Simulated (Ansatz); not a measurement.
# RbW: the cost of one run

Computed with Ansatz 0.2.0 (DFT PBE, scalar-relativistic, plane waves, PAW, unless a step's input says otherwise).

### Step 1. Starting point

The structure is cubic, space group F-43m (No. 216). Conventional cell: a = 6.341 Å, b = 6.341 Å, c = 6.341 Å, α = 90.00°, β = 90.00°, γ = 90.00°. Rb (site symmetry -43m) is surrounded by 4 W at 2.75 Å. W (site symmetry -43m) has 4 Rb at 2.75 Å as nearest neighbours.

Coordinates:

```xyz
2
Lattice="0.0000 3.1703 3.1703 3.1703 0.0000 3.1703 3.1703 3.1703 0.0000" Properties=species:S:1:pos:R:3 pbc="T T T"
Rb    0.0000    0.0000    0.0000
W     4.7555    4.7555    4.7555
```

This is candidate A: zinc blende type (F-43m, No. 216).

(A quick probe on a coarse mesh, which set the mesh and smearing, is not shown.)

### Step 3. The relaxation (candidate A)

The input, input.yaml:

```yaml
crystal:
  lattice:
    - [0.0, 3.17033624, 3.17033624]
    - [3.17033624, 0.0, 3.17033624]
    - [3.17033624, 3.17033624, 0.0]
  atoms:
    - { symbol: Rb, position: [0.0, 0.0, 0.0] }
    - { symbol: W, position: [0.75, 0.75, 0.75] }
basis:
  ecutwfc: 420
kpoints:
  mp_grid: { grid: [16, 16, 16] }
hamiltonian:
  xc: pbe
scf:
  occupations: { method: gaussian, width: 0.1 }
output:
  forces: true
  stress: true
  eigenvalues: true
relax:
  adjacent_minimum: "off"
  f_tol: 0.01
  max_steps: 80
  cell: { stress_tol: 0.05 }
```

The run is started by

```bash
> ansatz run input.yaml --threads 1 --pin off --max-ram 2560MiB --backend cpu --events-out ev --progress --plain --runs-dir out
```

**Question.** How long does this run take on 1 thread of Arm Neoverse V2, shared host, and how much memory does it need?

About 3.9 min, with a peak of 0.64 GiB.
